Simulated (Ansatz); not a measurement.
# NaLaMnMoO6 (P1) in Ansatz: reference runs, part 2 of 2

Ansatz 0.2.0. The steps go on from the part before.

## (3) Single point, PBE, collinear spin, ferromagnetic start (atoms moved at random, drawn with an rms of 0.05 Å)

input.yaml reads:

```yaml
crystal:
  lattice:
    - [5.10934, -0.00669, 0.01056]
    - [-0.23945, 5.68925, 0.00703]
    - [-0.92899, -2.82542, 5.11884]
  atoms:
    - { symbol: Na, position: [0.408828, 0.383137, 0.068654] }
    - { symbol: La, position: [0.030231, 0.662376, 0.689887] }
    - { symbol: Mn, position: [0.436197, 0.041911, 0.40285], spin: 4.0 }
    - { symbol: Mo, position: [0.90659, 0.966108, 0.310037], spin: 1.0 }
    - { symbol: O, position: [0.737345, 0.69358, 0.992021] }
    - { symbol: O, position: [0.720083, 0.919737, 0.55704] }
    - { symbol: O, position: [0.697572, 0.272241, 0.374539] }
    - { symbol: O, position: [0.184435, 0.751032, 0.359333] }
    - { symbol: O, position: [0.182143, 0.036604, 0.119786] }
    - { symbol: O, position: [0.208739, 0.277549, 0.631971] }
hamiltonian:
  xc: pbe
  pseudopotentials: { kind: paw }
magnetization:
  spin_polarized: true
kpoints:
  mp_grid: { grid: [6, 6, 5] }
scf:
  occupations: { method: fermi_dirac, width: 0.05 }
output:
  forces: true
  stress: true
  eigenvalues: true
```

Potentials or basis: Ansatz PAW.

Started as:

```bash
ansatz run input.yaml --threads 8 --pin off --max-ram 20480MiB --backend cpu --events-out ev --progress --plain --runs-dir out
```

The log of the run:

```text
Warning: RAYON_NUM_THREADS=8 ignored (pool sized by the plan → 8); use --threads N
Engine: ansatz 0.2.0, aarch64-unknown-linux-gnu
Pseudopotentials: kind: paw
Pseudopotential: Na, paw, valence charge 9, recommended cutoff 420 eV (normal), Na.paw.azcp
Pseudopotential: La, paw, valence charge 11, recommended cutoff 420 eV (normal), La.paw.azcp
Pseudopotential: Mn, paw, valence charge 15, recommended cutoff 420 eV (normal), Mn.paw.azcp
Pseudopotential: Mo, paw, valence charge 14, recommended cutoff 420 eV (normal), Mo.paw.azcp
Pseudopotential: O, paw, valence charge 6, recommended cutoff 420 eV (normal), O.paw.azcp
Functional definition: PBE
  parameter kappa = 0.804
  parameter beta = 0.06672455060314922
  exchange = pbe_x(kappa = kappa, mu = beta*pi^2/3)
  correlation = pbe_c(beta = beta)
Crystal: 10 atoms, lattice volume = 148.952 Å³
Basis set: ecut = 420 eV, 2899 PW (Γ), exchange–correlation on 72×80×80 points (8 copies of the dense FFT grid, shifted against one another)
Bands: 55, of which v1, the nominal top of the filled ones, is band 43 counted from 1 (42 counted from 0)
Symmetry: 1 space group operations
Space group: P1 (ITA 1), of the structure as read, at distance tolerance 5.3e-5 Å
Magnetic group: BNS 1.1 (UNI 1), of the structure as read, at distance tolerance 5.3e-5 Å
k-points: 92 of 180 (time reversal used)
Non-local potential: Na, projectors of the file, l = 0: 3, l = 1: 2, l = 2: 1
Non-local potential: La, projectors of the file, l = 0: 3, l = 1: 2, l = 2: 2, l = 3: 3
Non-local potential: Mn, projectors of the file, l = 0: 3, l = 1: 2, l = 2: 3, l = 3: 1
Non-local potential: Mo, projectors of the file, l = 0: 3, l = 1: 2, l = 2: 2, l = 3: 1
Non-local potential: O, projectors of the file, l = 0: 2, l = 1: 2, l = 2: 1
PAW form: soft (Blöchl's): semilocal exchange-correlation on the pseudo side does not see the compensation charge
[... 23 lines left out ...]
SCF iter  10: F=—  HF=-20003.197447 eV  |F-HF|=—  |Δ(HF+E_count)|=   3.71e-4  Δρ=2.85e-4 (↑2.85e-4 ↓2.32e-4)  dr2=3.66e-4  dr2_m=3.88e-6  M=3.000 μB ∫|m|=3.891 μB  β_m=0.69  ethr=8.44e-7  ⟨swp⟩=2.0  Hψ=17839  notcnv=0  defer=325
SCF iter  11: F=—  HF=-20003.197491 eV  |F-HF|=—  |Δ(HF+E_count)|=   4.49e-5  Δρ=1.40e-4 (↑1.40e-4 ↓1.15e-4)  dr2=9.38e-5  dr2_m=1.90e-6  M=3.000 μB ∫|m|=3.892 μB  β_m=0.63  ethr=4.31e-7  ⟨swp⟩=2.0  Hψ=17910  notcnv=0  defer=320
SCF iter  12: F=—  HF=-20003.197535 eV  |F-HF|=—  |Δ(HF+E_count)|=   4.33e-5  Δρ=4.33e-5 (↑4.33e-5 ↓3.50e-5)  dr2=1.34e-5  dr2_m=3.62e-7  M=3.000 μB ∫|m|=3.891 μB  β_m=0.79  ethr=1.10e-7  ⟨swp⟩=2.0  Hψ=17388  notcnv=0  defer=320
SCF iter  13: F=—  HF=-20003.197552 eV  |F-HF|=—  |Δ(HF+E_count)|=   1.69e-5  Δρ=3.08e-5 (↑3.08e-5 ↓2.84e-5)  dr2=5.54e-6  dr2_m=4.46e-8  M=3.000 μB ∫|m|=3.891 μB  β_m=0.75  ethr=1.57e-8  ⟨swp⟩=2.0  Hψ=14148  notcnv=0  defer=320
SCF iter  14: F=—  HF=-20003.197554 eV  |F-HF|=—  |Δ(HF+E_count)|=   2.56e-6  Δρ=1.62e-5 (↑1.62e-5 ↓1.58e-5)  dr2=1.58e-6  dr2_m=5.29e-9  M=3.000 μB ∫|m|=3.891 μB  β_m=0.78  ethr=6.52e-9  ⟨swp⟩=2.0  Hψ=13934  notcnv=0  defer=320
SCF iter  15: F=—  HF=-20003.197555 eV  |F-HF|=—  |Δ(HF+E_count)|=   4.09e-7  Δρ=7.04e-6 (↑7.04e-6 ↓6.46e-6)  dr2=3.05e-7  dr2_m=9.57e-10  M=3.000 μB ∫|m|=3.891 μB  β_m=0.76  ethr=1.86e-9  ⟨swp⟩=2.0  Hψ=13892  notcnv=0  defer=320
SCF iter  16: F=—  HF=-20003.197555 eV  |F-HF|=—  |Δ(HF+E_count)|=   7.83e-8  Δρ=3.45e-6 (↑3.43e-6 ↓3.45e-6)  dr2=6.82e-8  dr2_m=3.20e-10  M=3.000 μB ∫|m|=3.891 μB  β_m=0.70  ethr=3.59e-10  ⟨swp⟩=2.1  Hψ=15733  notcnv=0  defer=320
SCF iter  17: F=-20003.197555 eV  HF=-20003.197555 eV  |F-HF|=5.46e-8  |Δ(HF+E_count)|=   1.91e-8  Δρ=3.59e-6 (↑3.15e-6 ↓3.59e-6)  dr2=7.06e-8  dr2_m=3.47e-10  M=3.000 μB ∫|m|=3.891 μB  ethr=8.02e-11  ⟨swp⟩=9.8  Hψ=38598  notcnv=0
SCF 1 converged in 17 iterations: F = -20003.197555 eV  dr2 = 7.06e-8
SCF converged after 17 iterations
Magnetization: 3.0002 μB (44.0001 up, 40.9999 down)
Absolute magnetization: 3.9059 μB (∫|ρ↑−ρ↓|, with the PAW one-centre terms)
Spin contamination: 0.2735 ħ² per cell (⟨S²⟩ above its minimum at these occupations)
Per-site moments (μB) at R_I (Å): [(0.000564043838657538, 0.9901380320827615), (0.008880795268670855, 0.9510984307193567), (2.661713615191605, 0.7886520971963774), (-0.173943001208259, 0.7538331064709763), (0.022557394696180004, 0.7538331064709763), (-0.0003976800115575141, 0.7929631803012294), (-0.0002241413097335582, 0.7886520971963774), (-0.002463145834320532, 0.8016707795108451), (0.01759914737089916, 0.8010384042152606), (0.0807509573598404, 0.8151955311832757)]
Free energy (F): -20003.197555 eV
Harris-Foulkes:  -20003.197555 eV  (|F-HF|=5.46e-8)
Internal energy: -20003.197418 eV  (E = F + TS)
E sigma→0 (E₀):  -20003.197486 eV
Entropy (-TS):   -0.000137 eV (-0.014 meV/atom)
Fermi energy:    8.683167 eV
--- Per-component energies (eV) ---
  E_band       = -872.710258
  E_kinetic    = 2101.591868
  E_local      = -9071.796755  (includes V_loc(G=0)·N_el)
  E_nonlocal   = 882.004721
  E_hartree    = 3553.269589
  E_xc         = -917.493935
  E_vxc        = -1135.801363  (∫ρ·V_xc dr)
  E_paw        = -11126.683204  (= ΣΔE_a)
  E_vpaw       = -755.273492  (= ΣTr[D̂ρ^β])
  E_aug_tail   = 0.014591  (compensation charges beyond the density's cutoff)
  E_ewald      = -5424.104293
  E_smearing   = -0.000137  (= −TS)
  E_closure    = -0.000000  (closes the sum)
  Σ components = -20003.197555   (vs F -20003.197555, Δ=0.00e0)
--- Forces (eV/Å), atoms counted from 1 ---
  atom   1  Na     0.04622405    -0.07396401     0.08967669
  atom   2  La     0.03191373     0.14945115    -0.12320923
  atom   3  Mn     0.70643202    -0.14443831     0.06422080
  atom   4  Mo    -0.73800343    -0.21258478    -0.82082067
  atom   5  O      0.11767226     0.35283192     0.76547405
  atom   6  O      0.09789283     0.24460349    -0.21880558
  atom   7  O      0.14106823     0.03265673     0.07767917
  atom   8  O      0.23098336    -0.41465137     0.32652107
  atom   9  O     -0.17789553     0.09337481    -0.25359388
  atom  10  O     -0.45626858    -0.02728328     0.09283110
  max |Σ_I F_I| component: 2.65e-5 eV/Å
--- Stress (GPa, compression-positive) ---
       -0.054423      -0.890781      -0.103302
       -0.890775       0.092548      -0.442487
       -0.103295      -0.442486      -1.038788
  P = ⅓ Tr σ = -0.3336 GPa (-3.336 kbar)
--- Band table (eV; the first three rows and the last of 184) ---
  k-point 0 ↑: bands = ["-73.2069", "-54.3259", "-43.0187", "-42.1058", "-41.9750", "-41.7516", "-28.8195", "-28.2950", "-28.2731", "-23.4638", "-14.9701", "-14.9474", "-14.9209", "-10.8677", "-10.5787", "-10.4797", "-10.0507", "-9.9076", "-9.8285", "-6.8159", "-6.7634", "-6.4738", "1.5849", "1.9447", "2.4237", "2.5868", "2.7067", "2.8372", "3.2990", "3.7793", "3.8777", "4.0583", "4.1739", "4.3412", "4.6549", "4.9699", "5.1423", "5.2877", "5.6073", "6.0666", "6.6020", "6.7828", "7.0684", "7.7899", "9.1481", "9.6481", "10.1414", "10.2128", "11.1924", "11.3858", "11.4445", "11.5197", "11.5661", "11.6000", "11.6508"]
  k-point 1 ↑: bands = ["-73.2069", "-54.3259", "-43.0187", "-42.1058", "-41.9750", "-41.7516", "-28.8198", "-28.2950", "-28.2732", "-23.4624", "-14.9702", "-14.9473", "-14.9211", "-11.0095", "-10.5302", "-10.4111", "-10.0787", "-9.8894", "-9.7688", "-6.8398", "-6.7461", "-6.4826", "1.6116", "1.9295", "2.3289", "2.5389", "2.6994", "2.8418", "3.3963", "3.7189", "3.8864", "4.0593", "4.2023", "4.4017", "4.6625", "4.9738", "5.1599", "5.2827", "5.5804", "6.0532", "6.5467", "6.8184", "7.0422", "7.8002", "9.0844", "9.6419", "10.0456", "10.1850", "11.3609", "11.3955", "11.4722", "11.5177", "11.5958", "11.6246", "11.6729"]
  k-point 2 ↑: bands = ["-73.2069", "-54.3259", "-43.0187", "-42.1058", "-41.9750", "-41.7516", "-28.8203", "-28.2950", "-28.2734", "-23.4602", "-14.9704", "-14.9473", "-14.9215", "-11.1520", "-10.4909", "-10.3547", "-10.1333", "-9.8577", "-9.6548", "-6.8807", "-6.7267", "-6.4892", "1.6374", "1.9113", "2.2348", "2.4330", "2.6647", "2.9070", "3.5201", "3.6894", "3.8601", "4.0123", "4.3108", "4.4085", "4.7120", "4.9560", "5.0425", "5.4149", "5.5924", "6.0059", "6.4638", "6.8654", "7.0222", "7.7968", "9.0322", "9.5782", "9.8784", "10.1510", "11.4098", "11.4513", "11.4810", "11.5329", "11.5945", "11.6776", "11.7458"]
  k-point 91 ↓: bands = ["-69.8070", "-54.5451", "-43.0183", "-38.9842", "-38.7880", "-38.1038", "-28.8970", "-28.6391", "-28.5765", "-23.4480", "-14.9706", "-14.9474", "-14.9207", "-10.7904", "-10.5652", "-10.4213", "-10.1305", "-9.9392", "-9.6161", "-6.8647", "-6.7323", "-6.3626", "2.1545", "2.3227", "2.3849", "2.8190", "2.9999", "3.2085", "3.3765", "3.4573", "3.7204", "4.1837", "4.3649", "4.6357", "4.8280", "5.1606", "5.4454", "5.6700", "5.7168", "5.9834", "8.3052", "9.3259", "9.3580", "9.5620", "9.7549", "10.0904", "10.7466", "10.9084", "11.3788", "11.4390", "11.5351", "11.5741", "11.6479", "11.6811", "11.7375"]
```

It took 52 s on 8 threads of Arm Neoverse V1, shared host; peak memory 1.4 GiB.

Results:

```yaml
Free_energy: -20003.1976 eV
Pressure: -0.3 GPa
Largest_force: 1.124 eV/Å
Band_gap_on_the_k_mesh: 0.69 eV, indirect (least direct gap 0.95 eV)
Net_moment: 3.00 μB per cell
Absolute_moment: 3.91 μB per cell
Site_moments: Na +0.00; La +0.01; Mn +2.66; Mo -0.17; O +0.02, -0.00, +0.08 μB
```

Forces on the atoms (eV/Å):
```
Na   0.046 -0.074  0.090
La   0.032  0.149 -0.123
Mn   0.706 -0.144  0.064
Mo  -0.738 -0.213 -0.821
O    0.118  0.353  0.765
O    0.098  0.245 -0.219
O    0.141  0.033  0.078
O    0.231 -0.415  0.327
O   -0.178  0.093 -0.254
O   -0.456 -0.027  0.093
```

Levels at points of the mesh, in eV from the valence-band top:
Spin up:
```tsv
k point	band 42	band 43	band 44	band 45	band 46	band 47
(0.00, 0.00, 0.00)	-1.56	-1.28	-0.56	0.80	1.30	1.79
(0.00, -0.50, 0.00)	-1.47	-1.30	-0.56	0.78	1.19	1.62
(-0.50, 0.00, 0.00)	-1.42	-1.30	-0.44	1.06	1.17	1.27
(-0.50, -0.50, 0.00)	-1.32	-1.24	-0.46	1.01	1.15	1.31
```
Spin down:
```tsv
k point	band 38	band 39	band 40	band 41	band 42	band 43	band 44	band 45
(0.00, 0.00, 0.00)	-2.97	-2.57	-2.17	-0.49	0.82	0.98	1.51	1.61
(0.00, -0.50, 0.00)	-2.89	-2.80	-2.26	-0.57	0.72	0.92	1.49	1.57
(-0.50, 0.00, 0.00)	-2.73	-2.59	-2.33	-0.01	0.95	1.06	1.24	1.43
(-0.50, -0.50, 0.00)	-2.62	-2.58	-2.24	-0.04	0.98	1.07	1.19	1.37
```

Caveat: odd divisions of the mesh miss points on the zone boundary, where band edges often lie, so the gap on the mesh can be too wide; the pressure holds a Pulay correction of +0.5 GPa for the finite cutoff; spin-orbit coupling is left out, which moves the levels of the heavy elements; a cell with one magnetic atom can't hold antiferromagnetic order, which such compounds often take; the starting moments weren't kept.
